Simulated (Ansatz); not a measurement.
# BrFGeH₂: basis-set convergence

One table from this session's results is given with a row withheld; the runs are named, their logs left out.

Computed with Ansatz 0.2.0, Gaussian basis. Level: one geometry, several basis sets.

Plan: PBE0-D4/def2-SVP; ωB97M-V/def2-SVP; PBE0-D4/def2-QZVPP; ωB97M-V/def2-QZVPP; the functionals' def2-TZVPP values are taken from earlier runs.

## The relaxed structure

An earlier PBE0-D4 in a triple-zeta def2 set relaxation fixed the geometry.

SMILES `[F][GeH2][Br]`, 5 atoms, charge 0, spin multiplicity 1.

Atoms are counted from 1 here; the program's logs count them from 0.

Bond lengths: F1–Ge2 1.731 Å, Ge2–Br3 2.286 Å, Ge2–H4 1.529 Å, Ge2–H5 1.529 Å. Angles: F1–Ge2–Br3 106.7°, F1–Ge2–H4 106.9°, F1–Ge2–H5 106.9°, Br3–Ge2–H4 109.4°, Br3–Ge2–H5 109.4°, H4–Ge2–H5 117.0°.

Set-up of the first run:

in.yaml

```yaml
crystal:
  periodic: [false, false, false]
  atoms:
    - {symbol: F, position_ang: [-1.404248, -0.636410, 0.708262]}
    - {symbol: Ge, position_ang: [-0.067650, 0.121570, -0.088684]}
    - {symbol: Br, position_ang: [1.786046, -1.117774, 0.415232]}
    - {symbol: H, position_ang: [0.076181, 1.519058, 0.514688]}
    - {symbol: H, position_ang: [-0.340430, 0.039856, -1.590897]}
basis:
  gaussian: {orbitals: def2-SVP}
hamiltonian: {xc: pbe0, dispersion: d4}
output: {orbitals: {seedname: orbitals}}
```

Steps of the session up to this table: PBE0-D4 in def2-SVP; ωB97M-V in def2-SVP; PBE0-D4 in def2-QZVPP; ωB97M-V in def2-QZVPP.

One table of the session follows, with a row left open; its other results are not shown here.

It belongs to the step «Functionals by basis». 

| functional | basis | HOMO (eV) |
| --- | --- | --- |
| PBE0-D4 | def2-SVP | -8.56 |
| PBE0-D4 | def2-TZVPP | -8.67 |
| PBE0-D4 | def2-QZVPP | ? |
| ωB97M-V | def2-SVP | -10.74 |
| ωB97M-V | def2-TZVPP | -10.88 |
| ωB97M-V | def2-QZVPP | -10.90 |

Estimate the missing values for PBE0-D4, def2-QZVPP.

As computed: HOMO (eV): -8.68. In the column «HOMO (eV)» it lies between ωB97M-V, def2-SVP (-10.74) and PBE0-D4, def2-TZVPP (-8.67).
